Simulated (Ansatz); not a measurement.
# Tl2S3: the cost of one run

Method: DFT PBE, scalar-relativistic, plane waves, PAW, in Ansatz 0.2.0.

## Step 1: The starting structure

Symmetry: P4/mmm, No. 123, tetragonal system. The conventional cell has a = 4.300 Å, b = 4.300 Å, c = 8.651 Å, α = 90.00°, β = 90.00°, γ = 90.00°. Tl (site symmetry mmm) has 4 S at 2.91 Å and 4 Tl at 3.04 Å as nearest neighbours. S (site symmetry 4mm) has 4 Tl at 2.91 Å as nearest neighbours. Around S (site symmetry 4/mmm) lie 12 S at 3.85 to 4.30 Å.

As a file:

```cif
data_structure
_symmetry_space_group_name_H-M 'P4/mmm'
_symmetry_Int_Tables_number 123
_cell_length_a 4.2999
_cell_length_b 4.2999
_cell_length_c 8.6514
_cell_angle_alpha 90.000
_cell_angle_beta 90.000
_cell_angle_gamma 90.000
_cell_volume 159.96
loop_
_atom_site_label
_atom_site_type_symbol
_atom_site_symmetry_multiplicity
_atom_site_Wyckoff_symbol
_atom_site_fract_x
_atom_site_fract_y
_atom_site_fract_z
_atom_site_occupancy
Tl1 Tl 2 f 0.00000 0.50000 0.00000 1
S1 S 2 g 0.00000 0.00000 0.22635 1
S2 S 1 d 0.50000 0.50000 0.50000 1
```

Recipe of the guess: random cell by space group and Wyckoff sites (P4/mmm, No. 123). Its size is a rough estimate.

## Step 2: A first look at the guess

The input, input.yaml:

```yaml
crystal:
  lattice:
    - [4.29987142, 0.0, 0.0]
    - [0.0, 4.29987142, 0.0]
    - [0.0, 0.0, 8.65142511]
  atoms:
    - { symbol: Tl, position: [0.0, 0.5, 0.0] }
    - { symbol: Tl, position: [0.5, 0.0, 0.0] }
    - { symbol: S, position: [0.0, 0.0, 0.22635437] }
    - { symbol: S, position: [0.0, 0.0, 0.77364563] }
    - { symbol: S, position: [0.5, 0.5, 0.5] }
basis:
  ecutwfc: 420
kpoints:
  mp_grid: { grid: [4, 4, 2] }
hamiltonian:
  xc: pbe
scf:
  occupations: { method: gaussian, width: 0.1 }
  lower_state_search: "off"
output:
  forces: true
  stress: true
  eigenvalues: true
```

Launch:

```
$ ansatz run input.yaml --threads 1 --pin off --max-ram 2560MiB --backend cpu --events-out ev --progress --plain --runs-dir out
```

Q: Estimate wall time and peak memory on 1 thread of Arm Neoverse V1, shared host.

About 3.1 s, with a peak of 0.36 GiB.
